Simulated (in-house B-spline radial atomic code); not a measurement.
# Cl⁹⁺: ionisation energy by several methods

How far do functionals differ on the ionisation energy of Cl⁹⁺? Each run solves Cl⁹⁺ and then the next ion ([He] 2s2 2p3).

Method: non-relativistic, several functionals, spin-polarised, exact exchange averaged over the configuration; spherical all-electron atom at the radial basis limit. Code: in-house B-spline radial atomic code version 1.

## (1) Starting point

| Property | Result |
| --- | --- |
| element | chlorine (Z = 17) |
| charge | +9 |
| electrons | 8 |
| configuration | [He] 2s2 2p4 |
| nucleus | point |

The outer shells:

[He] 2s2 2p4
```
[He] core
2s [↑↓]
2p [↑↓][↑ ][↑ ]
```

Where spins are not typed, each open shell is filled with up spins first.

## (2) BHandHLYP, a global hybrid

The run's settings:

```ini
Z = 17
electrons = 8.0
configuration = [He] 2s2 2p4
hamiltonian = nr
method = bhandhlyp
spin_polarised = True
exact_exchange = averaged over the configuration
```

Started as:

```
python run_scf.py task.json out
```

task.json lists these runs, among others, and the program works through them in turn.

## (3) ωB97X, a range-separated hybrid

Changes to the settings of step 2:

```diff
@@ -4,3 +4,3 @@
 hamiltonian = nr
-method = bhandhlyp
+method = wb97x
 spin_polarised = True
```

## (4) B3LYP, a global hybrid

Changes to the settings of step 3:

```diff
@@ -4,3 +4,3 @@
 hamiltonian = nr
-method = wb97x
+method = b3lyp
 spin_polarised = True
```

## (5) r2SCAN0, a global hybrid

Changes to the settings of step 4:

```diff
@@ -4,3 +4,3 @@
 hamiltonian = nr
-method = b3lyp
+method = r2scan0
 spin_polarised = True
```

## (6) M06-2X, a global hybrid

Changes to the settings of step 5:

```diff
@@ -4,3 +4,3 @@
 hamiltonian = nr
-method = r2scan0
+method = m062x
 spin_polarised = True
```

The tabulated ionisation energy is 456.7 ± 0.4 eV (semi-empirical; NIST Atomic Spectra Database). What does each method give, and which comes nearest?

The runs gave:

| method | rung | total energy (hartree) | ΔSCF (eV) | −ε highest (eV) | ΔSCF less tabulated (eV) |
| --- | --- | --- | --- | --- | --- |
| BHandHLYP | global hybrid | -417.6333 | 455.28 | 442.71 (2p down) | -1.42 |
| B3LYP | global hybrid | -417.5673 | 455.36 | 434.13 (2p down) | -1.34 |
| r2SCAN0 | global hybrid | -417.5357 | 453.59 | 434.97 (2p down) | -3.11 |
| M06-2X | global hybrid | -417.6631 | 456.01 | 443.63 (2p down) | -0.69 |
| ωB97X | range-separated hybrid | -417.7028 | 454.62 | 436.40 (2p down) | -2.08 |

**Reading.** Against the tabulated ionisation energy, 456.7 ± 0.4 eV (semi-empirical; NIST Atomic Spectra Database), the best here is M06-2X (-0.69 eV) and the worst r2SCAN0 (-3.11 eV, or 0.68 %). These runs lack relativity altogether, which can outweigh the gaps between the methods, so the nearest may be so by luck. Open shells are averaged (over orientations, and over spins where the run is restricted), while tables refer to the lowest levels.
